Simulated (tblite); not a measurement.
# F2GeH6O2Si2: the cost of one run

Computed with tblite 0.8.0 and PySCF 2.14.0; each step states its level. No surroundings beyond the atoms listed, unless a continuum is named. Atoms count from 0, parts from 1.

## Step 1: The system as given

13 atoms, charge 0, multiplicity 1; geometry: distance geometry start.

## Step 2: Geometry optimisation with GFN2-xTB

Job settings and geometry (Å):

```
{"job": {"kind": "relax", "xc": "GFN2-xTB", "basis": "xTB"}, "charge": 0, "multiplicity": 1}
Si     1.775359    -1.514898    -1.192087
O      0.184197    -0.800442    -1.331564
Si    -0.319615     0.702972    -0.575680
O      1.926041    -2.386996     0.360439
Ge     1.290825    -1.739533     1.991249
F      2.953273    -0.315714    -1.273288
F      2.032980    -2.607883    -2.465152
H     -0.262735     1.761667    -1.500468
H     -1.655181     0.552046    -0.077019
H      0.530991     1.001608     0.548456
H      0.342772    -0.595385     1.732210
H      0.570471    -2.849919     2.700401
H      2.472973    -1.270176     2.829668
```

With the program's defaults for keys left out, this is: GFN2-xTB geometry optimisation, gas phase.

Command:

```sh
OMP_NUM_THREADS=1 python cluster_run.py task.json out
```

One launch serves the whole session: the jobs run in the order shown.

Q: Estimate the wall time of this first job on 1 thread of Arm Neoverse V2, shared host.

About 3.4 s.
